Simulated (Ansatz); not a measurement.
# wB97X/cc-pVDZ run of AlNH3OF (SMILES [NH2][Al]([OH])[F])

Aim: the energy change on altering one bond length of AlNH3OF at wB97X/cc-pVDZ, from 2 runs. 

The calculation is run with Ansatz 0.2.0.

126 further runs of the same task are left out: 126 set aside as unsound or not needed.

### 1 The structure to begin with

AlNH3OF: 7 atoms, total charge 0, spin state singlet. As SMILES, `[NH2][Al]([OH])[F]`. Geometry: relaxed at PBE0-D4/def2-TZVP. This is one conformer, not always the lowest.

Bond lengths: N1–Al2 1.755 Å, Al2–O3 1.685 Å, Al2–F4 1.644 Å, N1–H5 1.006 Å, N1–H6 1.006 Å, O3–H7 0.954 Å. Angles: N1–Al2–O3 124.9°, N1–Al2–F4 118.1°, O3–Al2–F4 117.0°, Al2–N1–H5 123.7°, Al2–N1–H6 125.7°, Al2–O3–H7 124.9°, H5–N1–H6 110.6°.

### 2 The energy at wB97X/cc-pVDZ

job.yaml

```yaml
crystal:
  periodic: [false, false, false]
  atoms:
    - symbol: N
      position_ang: [-0.569800, 0.926800, -0.530800]
    - symbol: Al
      position_ang: [-0.133300, -0.630000, 0.151800]
    - symbol: O
      position_ang: [1.368400, -1.004200, 0.819000]
    - symbol: F
      position_ang: [-1.265600, -1.822100, 0.146500]
    - symbol: H
      position_ang: [-1.473200, 1.130200, -0.925100]
    - symbol: H
      position_ang: [0.029600, 1.732300, -0.586700]
    - symbol: H
      position_ang: [2.105200, -0.401000, 0.879500]
basis:
  gaussian:
    orbitals: cc-pVDZ
hamiltonian:
  xc: {name: wB97X}
accuracy: high
output: {orbitals: {seedname: orbitals}}
```

Started as:

```bash
$ ansatz run job.yaml --threads 1 --pin off --max-ram 3480MiB --events-out events.jsonl --progress --plain --runs-dir runs
```

The log of the run:

```text
Warning: RAYON_NUM_THREADS=1 ignored (pool sized by the plan → 1); use --threads N
Functional definition: wB97X
  name "wB97X"
  parameter omega = 0.3/bohr
  parameter cx = 0.157706
  parameter cx1 = 0.726479
  parameter cx2 = 1.04760
  parameter cx3 = -5.70635
  parameter cx4 = 13.2794
  parameter css1 = -4.33879
  parameter css2 = 18.2308
  parameter css3 = -31.7430
  parameter css4 = 17.2901
  parameter cos1 = 2.37031
  parameter cos2 = -11.3995
  parameter cos3 = 6.58405
  parameter cos4 = -3.78132
  exchange = spin_sum(e_x_unif_sr(omega)*poly(b97_u_x, 1 - cx, cx1, cx2, cx3, cx4)) + cx*exact_x_sr(omega)
      + exact_x_lr(omega)
  correlation = spin_sum(e_c_pw_same_spin*poly(b97_u_same, 1, css1, css2, css3, css4))
      + integral(e_c_pw_opposite_spin*poly(b97_u_opposite, 1, cos1, cos2, cos3, cos4))
1649 factors; integrals over basis functions are off by at most 3.7e-9 eV
325 factors; integrals over basis functions are off by at most 2.3e-9 eV
mean field evaluation 1: about -12894.0522 eV, gradient 6.8e1 eV
mean field evaluation 2: about -12894.2662 eV, gradient 7.0e1 eV
mean field evaluation 4: about -12902.3454 eV, gradient 2.1e0 eV
mean field evaluation 8: about -12902.4424 eV, gradient 8.8e-2 eV
mean field evaluation 16: about -12902.4424 eV, gradient 1.8e-5 eV
mean field -12902.44239360 eV, -474.1560123753 hartree, gradient 4.2e-8 eV, S^2 0.000000; 0 other end points of the search recorded, 0 dependent functions left out
reference -12902.44239008 eV, -474.1560122459 hartree; 20, 20 occupied and 55, 55 virtual orbitals, 1649 factors
Total energy: -12902.44239008 eV, -474.1560122459 hartree
```

It took 21 s on 1 thread of Arm Neoverse V1, shared host; peak memory 0.41 GiB.

### 3 The distorted shape, same level

run.yaml

```yaml
crystal:
  periodic: [false, false, false]
  atoms:
    - {symbol: N, position_ang: [-0.230108, 1.284432, -0.529210]}
    - {symbol: Al, position_ang: [0.206392, -0.272368, 0.153390]}
    - {symbol: O, position_ang: [1.708092, -0.646568, 0.820590]}
    - {symbol: F, position_ang: [-1.265600, -1.822100, 0.146500]}
    - {symbol: H, position_ang: [-1.133508, 1.487832, -0.923510]}
    - {symbol: H, position_ang: [0.369292, 2.089932, -0.585110]}
    - {symbol: H, position_ang: [2.444892, -0.043368, 0.881090]}
basis:
  gaussian:
    orbitals: cc-pVDZ
magnetization:
  spin_polarized: false
hamiltonian:
  xc: {name: wB97X}
accuracy: high
output: {orbitals: {seedname: orbitals}}
```

Started as:

```bash
$ ansatz run run.yaml --threads 1 --pin off --max-ram 3480MiB --events-out events.jsonl --progress --plain --runs-dir runs
```

The log of the run, cut to the lines that bear on the results:

```text
Warning: RAYON_NUM_THREADS=1 ignored (pool sized by the plan → 1); use --threads N
Functional definition: wB97X
  name "wB97X"
[...]
      + exact_x_lr(omega)
[...]
      + integral(e_c_pw_opposite_spin*poly(b97_u_opposite, 1, cos1, cos2, cos3, cos4))
1631 factors; integrals over basis functions are off by at most 6.4e-9 eV
331 factors; integrals over basis functions are off by at most 2.3e-9 eV
[...]
mean field -12900.91648463 eV, -474.0999362548 hartree, gradient 1.6e-8 eV, S^2 0.000000; 0 other end points of the search recorded, 0 dependent functions left out
reference -12900.91648108 eV, -474.0999361245 hartree; 20, 20 occupied and 55, 55 virtual orbitals, 1631 factors
Total energy: -12900.91648108 eV, -474.0999361245 hartree
```

Wall time 22 s (1 thread of Arm Neoverse V1, shared host); peak memory 0.41 GiB.

### 4 Outcome

At wB97X/cc-pVDZ:

```
                                                          quantity          value
                                         first shape: total energy  -474.15601 Eh
                                          first shape: HOMO energy       -9.95 eV
                                          first shape: LUMO energy        2.06 eV
                                        first shape: HOMO–LUMO gap       12.01 eV
                                     distorted shape: total energy  -474.09994 Eh
                                      distorted shape: HOMO energy      -10.41 eV
                                      distorted shape: LUMO energy        1.08 eV
                                    distorted shape: HOMO–LUMO gap       11.49 eV
energy change with the Al2–F4 bond stretched from 1.644 to 2.137 Å       1.526 eV
```

In words: With the Al2–F4 bond stretched from 1.644 to 2.137 Å the energy rises by 1.53 eV (35 kcal/mol). The first shape isn't relaxed at this level, so the change isn't measured from a minimum.
